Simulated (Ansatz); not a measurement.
**Zr3Ag: stress in a strained cell**

Zr3Ag is deformed so: zz strain of -2 %. What stress and forces result, by LAPW, PAW and all-electron datasets made for the crystal?

Program: Ansatz 0.2.0. Level of theory: DFT LDA, scalar-relativistic. These are calculated values, not measurements.

**1. The system as given**

Symmetry: P4/mmm, No. 123, tetragonal system. The conventional cell has a = 4.566 Å, b = 4.566 Å, c = 3.986 Å, α = 90.00°, β = 90.00°, γ = 90.00°. Around Zr (site symmetry 4/mmm) lie 8 Zr at 3.03 Å and 4 Ag at 3.23 Å. Zr (site symmetry mmm) has 8 Zr at 3.03 to 3.23 Å and 4 Ag at 3.03 Å as nearest neighbours. Ag (site symmetry 4/mmm) has 12 Zr at 3.03 to 3.23 Å as nearest neighbours.

Structure file:

```
Zr Ag
1.0
     4.56600    0.00000    0.00000
     0.00000    4.56600    0.00000
     0.00000    0.00000    3.98600
Zr Ag
3 1
Cartesian
  2.2830 2.2830 0.0000
  0.0000 2.2830 1.9930
  2.2830 0.0000 1.9930
  0.0000 0.0000 0.0000
```

Atoms are numbered in the order of the input: Zr1, Zr2, Zr3, Ag4.

**2. After the deformation**

Space group P4/mmm before, P4/mmm after.

**3. LAPW, all electrons**

Contents of input.yaml:

```yaml
crystal:
  lattice:
    - [4.566, 0.0, 0.0]
    - [0.0, 4.566, 0.0]
    - [0.0, 0.0, 3.90628]
  atoms:
    - { symbol: Zr, position: [0.5, 0.5, 0.0] }
    - { symbol: Zr, position: [0.0, 0.5, 0.5] }
    - { symbol: Zr, position: [0.5, 0.0, 0.5] }
    - { symbol: Ag, position: [0.0, 0.0, 0.0] }
kpoints:
  mp_grid: { grid: [7, 7, 8] }
  band_path:
    path:
      - [0.0, 0.0, 0.0]
      - [0.0, 0.5, 0.0]
      - [0.5, 0.5, 0.0]
      - [0.0, 0.0, 0.0]
      - [0.0, 0.0, 0.5]
      - [0.0, 0.5, 0.5]
      - [0.5, 0.5, 0.5]
      - [0.0, 0.0, 0.5]
      - [0.0, 0.5, 0.0]
    npoints: 5
scf:
  occupations: { method: fermi_dirac, width: 0.05 }
hamiltonian:
  xc: lda
  pseudopotentials: { kind: all_electron, lapw: { basis_error: 0.001 } }
output:
  forces: true
  stress: true
  eigenvalues: true
```

On the command line:

```console
ansatz run input.yaml --threads 1 --pin off --max-ram 4096MiB --backend cpu --events-out ev --progress --plain --runs-dir out
```

**4. PAW on the default files**

Contents of input.yaml:

```yaml
crystal:
  lattice:
    - [4.566, 0.0, 0.0]
    - [0.0, 4.566, 0.0]
    - [0.0, 0.0, 3.90628]
  atoms:
    - { symbol: Zr, position: [0.5, 0.5, 0.0] }
    - { symbol: Zr, position: [0.0, 0.5, 0.5] }
    - { symbol: Zr, position: [0.5, 0.0, 0.5] }
    - { symbol: Ag, position: [0.0, 0.0, 0.0] }
kpoints:
  mp_grid: { grid: [7, 7, 8] }
scf:
  occupations: { method: fermi_dirac, width: 0.05 }
hamiltonian:
  xc: lda
  pseudopotentials: { kind: paw }
output:
  forces: true
  stress: true
  eigenvalues: true
  efg: { contact_densities: true }
```

**5. All-electron PAW on datasets made for the crystal**

Edit input.yaml of step 4 so:

```diff
@@ -16,3 +16,3 @@
   xc: lda
-  pseudopotentials: { kind: paw }
+  pseudopotentials: { kind: all_electron, datasets: crystal }
 output:
```

(Steps that only read results are left out.)

Before running it: what results should come out? Wanted: pressure; largest shear or deviatoric stress.

The runs gave:

```
                                 quantity                                              value
                                 pressure  LAPW -3.01, PAW -3.02, crystal datasets -3.01 GPa
largest shear or deviatoric stress (LAPW)                                           1.06 GPa
```

What this shows: The largest part of the stress beyond the pressure is 1.06 GPa in size, in the zz component; the atoms are carried along and not relaxed. No run of the undeformed cell stands beside it, so the pressure holds what the given cell had before the change. PAW: stress within 0.02 GPa of LAPW. Crystal datasets: stress within 0.01 GPa of LAPW.
